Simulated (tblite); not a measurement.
# C8H12BCl: the cost of one run

Computed with tblite 0.8.0 and PySCF 2.14.0, with density-fitted response routines of our own, on a single molecule in the gas phase. Atoms count from 0, in the outputs and in this text.

**1. The molecule as given**

22 atoms, charge 0, multiplicity 1; geometry from: force field or distance geometry start.

Bonds of the start (Å): C0–B1 1.60, B1–C2 1.58, C2–C3 1.36, C3–C4 1.53, C4–C5 1.53, C5–C6 1.54, C6–C7 1.54, C7–C8 1.53, C8–Cl9 1.80, C7–B1 1.60, C8–C4 1.54, C0–H10 1.10, C0–H11 1.10, C0–H12 1.10, C2–H13 1.08, C3–H14 1.09, C4–H15 1.11, C5–H16 1.10, C5–H17 1.12, C6–H18 1.11, C6–H19 1.12, C7–H20 1.11, C8–H21 1.12.

**2. Optimising the geometry with GFN2-xTB**

Job settings and geometry (Å):

```
{"job": {"kind": "relax", "xc": "GFN2-xTB", "basis": "xTB"}, "charge": 0, "multiplicity": 1}
C      2.827000     0.224100    -0.442500
B      1.272500     0.273500    -0.070800
C      0.735000     1.155200     1.128700
C     -0.612600     1.291000     1.268900
C     -1.584800     0.527700     0.374300
C     -1.584200    -0.963900     0.734200
C     -0.478200    -1.600900    -0.132000
C      0.137400    -0.450000    -0.941600
C     -1.020800     0.539800    -1.061700
Cl    -2.253300    -0.003400    -2.249700
H      3.391500    -0.203600     0.402200
H      3.172800     1.253600    -0.645400
H      2.966500    -0.399400    -1.333500
H      1.412700     1.701700     1.767300
H     -1.007800     1.945000     2.052500
H     -2.604800     0.971200     0.443500
H     -2.563800    -1.411200     0.491300
H     -1.386400    -1.130100     1.820500
H     -0.933100    -2.345600    -0.812800
H      0.279300    -2.132100     0.503800
H      0.514400    -0.785200    -1.927400
H     -0.689500     1.561900    -1.371000
```

Launch:

```bash
$ OMP_NUM_THREADS=1 python probes_run.py task.json out
```

This one command runs all jobs of the session in turn.

Q: Estimate the wall time and peak memory of this first job on 1 thread of Arm Neoverse N1, shared host.

About 1.4 s, with a peak of 0.18 GiB.
